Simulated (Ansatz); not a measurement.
## RhN₂, space group Pnnm: a frozen displacement of one atom, step by step

With Ansatz 0.2.0 through its Python package.

At the Python prompt:
```pycon
>>> import ansatz as az
>>> import numpy as np
>>> from pymatgen.core import Lattice, Structure
>>> from pymatgen.io.ase import AseAtomsAdaptor
>>> pmg_structure = Structure(
...     Lattice([(4.087542, 0.0, 0.0), (0.0, 4.917689, 0.0), (0.0, 0.0, 2.834525)]),
...     ['Rh', 'Rh', 'N', 'N', 'N', 'N'],
...     [
...         (0.5, 0.5, 0.5),
...         (0.0, 0.0, 0.0),
...         (0.378514, 0.914936, 0.5),
...         (0.621486, 0.085064, 0.5),
...         (0.121486, 0.414936, 0.0),
...         (0.878514, 0.585064, 0.0),
...     ],
... )
>>> structure = az.Crystal.from_ase(AseAtomsAdaptor.get_atoms(pmg_structure))
>>> len(structure.resolved().sites)
6
>>> inverse = np.linalg.inv(np.array(structure.lattice.vectors))
>>> home = np.array(structure.sites[3].position)
>>> values = np.linspace(-0.05, 0.05, 5)
>>> energies, pulls = [], []
>>> for shift in values:
...     moved = structure.move(3, to=home + shift * inverse[2])
...     calc = (
...         moved.calculation()
...         .functional(az.Functional.PBESOL)
...         .kpoints(6, 5, 8, center='gamma')
...         .occupations(az.OccupationsMethod.FERMI_DIRAC, width=0.1)
...         .forces()
...     )
...     data = calc.run().report
...     energies.append(data['free_energy_ev'])
...     pulls.append(data['forces_ev_ang'][3][2])
...
DeckWarning: basis.ecutwfc = 420 eV, auto-derived from the records' recommended cutoffs: set by Rh (normal level)
>>> print('shift (A)   dE (eV)   force along z (eV/A)')
shift (A)   dE (eV)   force along z (eV/A)
>>> for shift, e, f in zip(values, energies, pulls):
...     print(f'{shift:8.3f} {e - energies[2]:10.5f} {f:12.4f}')
...
  -0.050    0.00985       0.3951
  -0.025    0.00246       0.1967
   0.000    0.00000       0.0000
   0.025    0.00246      -0.1967
   0.050    0.00985      -0.3951
>>> print(f'stiffness from energies {2 * np.polyfit(values, energies, 2)[0]:.3f}, from forces {-np.polyfit(values, pulls, 1)[0]:.3f} eV/A^2')
stiffness from energies 7.882, from forces 7.896 eV/A^2
```

The curvature of the energy gives 7.882 eV/Å² and the slope of the force 7.896 eV/Å², a positive curvature.

Spin is left out of this run. For a metal this k-point mesh is coarse: on a finer one energies can move by several to tens of meV an atom and pressures by half a GPa or more, differences at one mesh by less. In a metal a curvature from energy changes of a few meV or less hangs on mesh and smearing, in size and even in sign. The structure comes from a database of computed cells and needn't be a stable or known phase. Warnings are shown shortened and without file and line. All periodic images of the atom move with it, so the curvature is one diagonal element of the zone-centre force constants and no normal mode; a positive value doesn't exclude soft modes in which several atoms move. Run time: 88 s on 1 thread of Arm Neoverse V1, on a shared host, peak memory 0.59 GiB.
